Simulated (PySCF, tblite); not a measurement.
# C3H10FNSi3: geometry, infrared bands and NMR shifts

Aim: predict the infrared bands and NMR shifts of C3H10FNSi3 (`N#C[SiH2]C[C@H]([SiH3])[SiH2]F`).

Programs: tblite 0.8.0 and PySCF 2.14.0, with density-fitted response routines of our own. Each step states its level of theory. These are calculated values for one molecule in the gas phase, unless marked as measured. Atoms are numbered from 0 throughout.

## 1. The starting structure

18 atoms, charge 0, multiplicity 1; geometry from: force field or distance geometry start.

Bonds of the start (Å): N0–C1 1.19, C1–Si2 1.81, Si2–C3 1.87, C3–C4 1.50, C4–Si5 1.89, C4–Si6 1.85, Si6–F7 1.69, Si2–H8 1.46, Si2–H9 1.48, C3–H10 1.12, C3–H11 1.10, C4–H12 1.10, Si5–H13 1.46, Si5–H14 1.47, Si5–H15 1.47, Si6–H16 1.49, Si6–H17 1.46.

## 2. Relaxing the molecule with GFN2-xTB

Job settings and geometry (Å):

```
{"job": {"kind": "relax", "xc": "GFN2-xTB", "basis": "xTB"}, "charge": 0, "multiplicity": 1}
N      4.159100     0.451900     1.359000
C      3.285600    -0.084700     0.760300
Si     1.947600    -0.921900    -0.120300
C      0.630800     0.331200    -0.552300
C     -0.777500    -0.184100    -0.442700
Si    -1.864800     1.287700    -0.932100
Si    -1.276100    -0.673400     1.269100
F     -0.927600    -2.289000     1.614700
H      1.473200    -2.062200     0.650100
H      2.517500    -1.390800    -1.406500
H      0.742900     1.268500     0.057100
H      0.800100     0.639600    -1.592000
H     -0.985600    -1.020300    -1.133900
H     -1.302200     2.435800    -0.225300
H     -1.635700     1.509700    -2.366700
H     -3.271000     1.041400    -0.581800
H     -2.758300    -0.549300     1.318000
H     -0.766600     0.216400     2.313700
```

Run with:

```console
$ OMP_NUM_THREADS=1 python probes_run.py task.json out
```

The driver reads the jobs from task.json and runs them one after another.

**Question.** This job is followed by: GFN2-xTB harmonic vibrations, gas phase; GIAO PBE0/pcSseg-1 NMR shielding, non-relativistic, gas phase. Predict these results of the whole session: strongest single infrared mode (GFN2-xTB); zero-point energy (GFN2-xTB); 13C shifts against TMS (PBE0/pcSseg-1); 1H shifts against TMS (PBE0/pcSseg-1, means over atoms taken as alike); 15N shifts against NH3 (PBE0/pcSseg-1); 29Si shifts against TMS (PBE0/pcSseg-1); 19F shifts against CFCl3 (PBE0/pcSseg-1).

As calculated:

```
                                                              quantity                                               value
                             strongest single infrared mode (GFN2-xTB)                                796 cm⁻¹, 524 km/mol
                                          zero-point energy (GFN2-xTB)                                       70.5 kcal/mol
                                13C shifts against TMS (PBE0/pcSseg-1)                                124.5, 12.7, 8.7 ppm
1H shifts against TMS (PBE0/pcSseg-1, means over atoms taken as alike)  5.19, 5.07, 4.65, 4.34, 3.92, 1.54, 1.25, 0.70 ppm
                                15N shifts against NH3 (PBE0/pcSseg-1)                                           364.0 ppm
                               29Si shifts against TMS (PBE0/pcSseg-1)                              14.8, -68.5, -69.5 ppm
                              19F shifts against CFCl3 (PBE0/pcSseg-1)                                          -216.9 ppm
```

The optimisation took 130 steps and gained 0.588 eV; among the close pairs (by a distance rule), Si6–F7 changed most, from 1.689 to 1.618 Å. No mode is imaginary among the 48: a minimum at this level. The strongest single mode, at 796 cm⁻¹, is spread over many atoms; the largest shares are those of F7, Si6. GFN2-xTB is a fitted tight-binding method: band positions and strengths are rough. Its intensities can rank the bands wrongly. C1 (nitrile carbon) lies farthest downfield among carbon, at 124.5 ppm; this is the usual window of a C≡N carbon, which has no attached hydrogen. At PBE0/pcSseg-1: The largest span, 593 ppm, is at N0, where the paramagnetic term is -433 ppm.
